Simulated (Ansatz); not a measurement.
# LiY3 in Ansatz: convergence with xc grid

LiY3:

```
Y Li
1.0
    -2.36719    2.36719    5.32664
     2.36719   -2.36719    5.32664
     2.36719    2.36719   -5.32664
Y Li
3 1
Direct
  0.50425 0.49030 0.99578
  0.23885 0.74168 0.48138
  0.73759 0.25237 0.49523
  0.00379 0.00360 0.00736
```

The cell comes from a database or a generator and needn't be the stable form of this composition.

The cell isn't the ideal one: atoms moved at random, drawn with an rms of 0.05 Å.

| Property | Result |
| --- | --- |
| Program | Ansatz 0.2.0 |
| Task | convergence study |
| Functional | r2SCAN |
| Potentials or basis | Ansatz PAW |
| Cutoff | 500 eV (not typed: the program's choice for these potentials) |
| k mesh | 5 × 5 × 6 |
| Occupations | methfessel-paxton, width 0.05 eV |
| Spin | no spin polarisation |

These are the settings of the first run; the series varies xc grid, with any setting tied to it.

Hardware: 2 threads of Arm Neoverse V1, on a shared host.

| xc grid | energy less the tightest run, at zero smearing (meV/atom) | SCF cycles | CPU time (s) | peak memory (GiB) |
| --- | --- | --- | --- | --- |
| 1 | -0.06 | 8 | 42 | 0.52 |
| 2 | 0.00 | 8 | 43 | 0.54 |
| 3 | 0.00 | 8 | 47 | 0.63 |
| 4 | 0.00 | 8 | 53 | 0.86 |
| 5 | 0.00 | 8 | 64 | 1.3 |

Against the tightest run, the energy stays within 1 meV/atom from 1 on. The tightest run that finished is the yardstick and may itself not be fully converged.
